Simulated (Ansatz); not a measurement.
# C2H8GeOS: one species, many functionals

The task here is to estimate one member of a computed series from the others.

Program: Ansatz 0.2.0, Gaussian basis. Level of theory: functionals in def2-TZVPP, the program's frozen cores in correlated methods. These are calculated values, not measurements.

Plan: PBE-D4, r2SCAN-D4, PBE0-D4, B3LYP-D4, ωB97X-V, ωB97M-V, B2PLYP; MP2/def2-TZVPP; MP2/def2-QZVPP.

1 further run of the same task is left out (it didn't finish).

## Structure used throughout

An earlier PBE0-D4 in a triple-zeta def2 set relaxation fixed the geometry.

SMILES `C[O][GeH]([CH3])[SH]`, 13 atoms, charge 0, spin multiplicity 1.

Atoms are counted from 1 here; the program's logs count them from 0.

Bond lengths: C1–O2 1.408 Å, C1–H6 1.098 Å, C1–H7 1.097 Å, C1–H8 1.092 Å, O2–Ge3 1.778 Å, Ge3–C4 1.934 Å, Ge3–S5 2.227 Å, Ge3–H9 1.542 Å, C4–H10 1.090 Å, C4–H11 1.091 Å, C4–H12 1.090 Å, S5–H13 1.343 Å. Angles: O2–C1–H6 112.0°, O2–C1–H7 111.9°, O2–C1–H8 108.0°, H6–C1–H7 108.3°, H6–C1–H8 108.2°, H7–C1–H8 108.4°, C1–O2–Ge3 119.2°, O2–Ge3–C4 104.5°, O2–Ge3–S5 110.1°, O2–Ge3–H9 109.3°, C4–Ge3–S5 112.8°, C4–Ge3–H9 116.0°, S5–Ge3–H9 104.2°, Ge3–C4–H10 109.4°, Ge3–C4–H11 109.5°, Ge3–C4–H12 110.2°, H10–C4–H11 108.9°, H10–C4–H12 109.2° and more.

Set-up of the first run:

File in.yaml:

```yaml
crystal:
  periodic: [false, false, false]
  atoms:
    - {symbol: C, position_ang: [0.124899, -0.819026, -2.071818]}
    - {symbol: O, position_ang: [-0.099043, -0.924727, -0.686257]}
    - {symbol: Ge, position_ang: [0.431575, 0.393000, 0.382214]}
    - {symbol: C, position_ang: [-0.079382, -0.187325, 2.154601]}
    - {symbol: S, position_ang: [-0.544679, 2.302983, -0.216029]}
    - {symbol: H, position_ang: [1.195278, -0.771087, -2.312339]}
    - {symbol: H, position_ang: [-0.363204, 0.065322, -2.498833]}
    - {symbol: H, position_ang: [-0.291957, -1.708507, -2.549907]}
    - {symbol: H, position_ang: [1.935634, 0.652652, 0.163920]}
    - {symbol: H, position_ang: [-1.158502, -0.339555, 2.189206]}
    - {symbol: H, position_ang: [0.417478, -1.129966, 2.387373]}
    - {symbol: H, position_ang: [0.200960, 0.563997, 2.892727]}
    - {symbol: H, position_ang: [-1.769046, 1.902229, 0.165151]}
basis:
  gaussian: {orbitals: def2-TZVPP}
hamiltonian: {xc: pbe, dispersion: d4}
output: {forces: true, orbitals: {seedname: orbitals}}
```

Started as:

```
ansatz run in.yaml --threads 2 --pin off --events-out ev --progress --plain --max-ram 22528MiB --backend cuda --devices 0, --max-vram 18GiB
```

Among the steps run: PBE-D4 (GGA); r2SCAN-D4 (meta-GGA); PBE0-D4 (hybrid); B3LYP-D4 (hybrid); ωB97X-V (range-separated); ωB97M-V (range-separated); B2PLYP (double hybrid).

One of the session's tables, all rows but one given; the rest of the session is left out.

It belongs to the step «Frontier levels by functional». 

| functional | HOMO (eV) | LUMO (eV) | gap (eV) |
| --- | --- | --- | --- |
| PBE-D4 | ? | ? | ? |
| r2SCAN-D4 | -6.43 | -0.14 | 6.28 |
| PBE0-D4 | -7.41 | 0.54 | 7.95 |
| B3LYP-D4 | -7.14 | 0.24 | 7.39 |
| ωB97X-V | -9.80 | 2.65 | 12.45 |
| ωB97M-V | -9.63 | 2.32 | 11.96 |

Q: Estimate the row for PBE-D4 from the others.

The run gave: HOMO (eV): -6.13; LUMO (eV): -0.45; gap (eV): 5.68. In the column «HOMO (eV)» it is the highest.
